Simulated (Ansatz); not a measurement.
# W3N4: the cost of one run

Method: DFT PBEsol, scalar-relativistic, plane waves, PAW, in Ansatz 0.2.0.

1 further run of the same task is left out (for a known fault of the program).

## 1. The system as given

It takes space group Pm-3m (No. 221, cubic). The conventional cell has a = 4.180 Å, b = 4.180 Å, c = 4.180 Å, α = 90.00°, β = 90.00°, γ = 90.00°. W (site symmetry 4/mmm) has 6 N at 2.09 Å as nearest neighbours. N (site symmetry m-3m) is surrounded by 6 W at 2.09 Å. Around N (site symmetry 4/mmm) lie 4 W at 2.09 Å.

As a file:

```cif
data_structure
_symmetry_space_group_name_H-M 'Pm-3m'
_symmetry_Int_Tables_number 221
_cell_length_a 4.1802
_cell_length_b 4.1802
_cell_length_c 4.1802
_cell_angle_alpha 90.000
_cell_angle_beta 90.000
_cell_angle_gamma 90.000
_cell_volume 73.05
loop_
_atom_site_label
_atom_site_type_symbol
_atom_site_symmetry_multiplicity
_atom_site_Wyckoff_symbol
_atom_site_fract_x
_atom_site_fract_y
_atom_site_fract_z
_atom_site_occupancy
W1 W 3 c 0.50000 0.50000 0.00000 1
N1 N 1 b 0.50000 0.50000 0.50000 1
N2 N 3 d 0.50000 0.00000 0.00000 1
```

This cell was relaxed beforehand with the same method: volume 10.44 Å³/atom, gap on the mesh none (metal).

## 2. The scan

The energy is mapped over two homogeneous strains (x along [1 0 0], y along [0 1 0], z along [0 0 1] of the conventional cell).

- engineering shear strain xz: 9 values from −14.0 to 14.0 %
- normal strain along z: 9 values from −7.00 to 7.00 %

Nothing else is relaxed (symmetry fixes all fractional coordinates). Energies count from the relaxed crystal. Points are written as (first, second).

## 3. Grid point (−7.0 %, −7.00 %)

File input.yaml:

```yaml
crystal:
  lattice:
    - [4.1802152799, 0.0, -0.1463075348]
    - [0.0, 4.1802152799, 0.0]
    - [-0.1463075348, 0.0, 3.8876002103]
  atoms:
    - { symbol: W, position: [0.5, 0.5, 0.0] }
    - { symbol: W, position: [0.0, 0.5, 0.5] }
    - { symbol: W, position: [0.5, 0.0, 0.5] }
    - { symbol: "N", position: [0.5, 0.5, 0.5] }
    - { symbol: "N", position: [0.5, 0.0, 0.0] }
    - { symbol: "N", position: [0.0, 0.5, 0.0] }
    - { symbol: "N", position: [0.0, 0.0, 0.5] }
basis:
  ecutwfc: 520.0
kpoints:
  mp_grid: { grid: [10, 10, 10] }
hamiltonian:
  xc: pbesol
  pseudopotentials: { kind: paw, azcp: { folder: soft_1 } }
scf:
  occupations: { method: gaussian, width: 0.15 }
output:
  forces: true
  stress: true
  eigenvalues: true
  write_density: true
  write_potential: true
  elf: true
  volumetric_format: npy
```

Started as:

```
$ ansatz run input.yaml --threads 4 --pin off --max-ram 8192MiB --backend cpu --events-out ev --progress --plain --runs-dir out
```

What time and memory should one allow on 4 threads of Arm Neoverse N1, shared host?

About 43 s, with a peak of 0.93 GiB.
